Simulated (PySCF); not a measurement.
# C4H10ClPSi2: the cost of one run

Computed with PySCF 2.14.0 and routines of our own; the level stands in each step. Atoms count from 0.

## 1. The starting structure

18 atoms, charge 0, multiplicity 1; geometry from: GFN2-xTB.

## 2. Geometry optimisation at PBE0-D3(BJ)/def2-SVP

Job settings and geometry (Å):

```
{"job": {"xc": "PBE0", "basis": "def2-SVP", "d3": "d3bj", "grid": 1, "kind": "geom"}, "charge": 0, "multiplicity": 1}
C     -2.675691     1.267156     0.795844
C     -2.645289    -0.257658     0.912577
C     -1.363560    -0.792327     0.506509
C     -0.285359    -1.219380     0.175519
Si     1.338697    -1.854916    -0.418159
Cl     1.089760    -3.656422    -1.304011
P      2.080307    -0.410648    -1.968640
Si     2.706884     1.286454    -0.668378
H     -3.646185     1.644564     1.109976
H     -1.907951     1.712754     1.424392
H     -2.498122     1.572475    -0.232725
H     -3.421697    -0.695229     0.278243
H     -2.840574    -0.558410     1.946075
H      2.230178    -2.045833     0.730642
H      3.335258    -0.980936    -2.074963
H      1.488988     1.908191    -0.154688
H      3.450465     2.209758    -1.524618
H      3.555131     0.876723     0.454748
```

Command:

```sh
$ OMP_NUM_THREADS=1 python excited_run.py task.json out
```

One launch serves the whole session: the jobs run in the order shown.

Q: Estimate the wall time and peak memory of this first job on 1 thread of Arm Neoverse V2, shared host.

About 2.4 min, with a peak of 0.83 GiB.
